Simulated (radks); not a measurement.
**He inside a hard spherical wall**

One table from this session's results is given with a row withheld; the runs are named, their logs left out.

Method: scalar-relativistic Kohn-Sham, LDA (Slater exchange, VWN5 correlation), spin-polarised, spherical densities, finite nucleus. Code: radks (a radial shooting solver on a logarithmic mesh, Libxc functionals) version 1.

## What is computed

- element: helium (Z = 2)
- charge: 0
- electrons: 2
- configuration: [He]
- nuclear rms radius: 1.6755 fm

The outer shells:

He
```
1s [↑↓]
```

The first run:

Settings of this run:

```text
Z 2
configuration [He] 2s0 2p0
relativity scalar-relativistic
functional lda,vwn5
spin polarised
nucleus finite rms 1.6755 fm
c 137.035999084
```

Steps of the session up to this table: The free atom; Wall at 20 bohr; Wall at 10 bohr; Wall at 7 bohr; Wall at 4 bohr; Wall at 2.5 bohr; Wall at 1.5 bohr.

One table of the session follows, with a row left open; its other results are not shown here.

```
R (bohr)  E − E(free) (eV)  ε(2p, empty) (eV)
    free             0.000                  -
      20            -0.000              0.622
      10             0.000              1.993
       7             0.000              3.698
       4             0.130             11.214
     2.5                 ?                  ?
     1.5            28.669             98.640
```

**Question.** Estimate the row for R (bohr) = 2.5.

Worked estimate for «E − E(free) (eV)». A straight line through the neighbours (4, 0.130) and (1.5, 28.669) gives 0.130 + (28.669 − 0.130) × (2.5 − 4) / (1.5 − 4) = 17.253; a parabola fitted to 3 rows on both sides gives 14.152.

As computed: E − E(free) (eV): 3.003; ε(2p, empty) (eV): 31.554. In «E − E(free) (eV)» the line misses by +14.250 and the parabola by +11.149. Between these rows the values bend or scatter more than so simple an estimate can follow.

Shells are not refilled when levels cross, and a hard wall is a model, not a crystal.
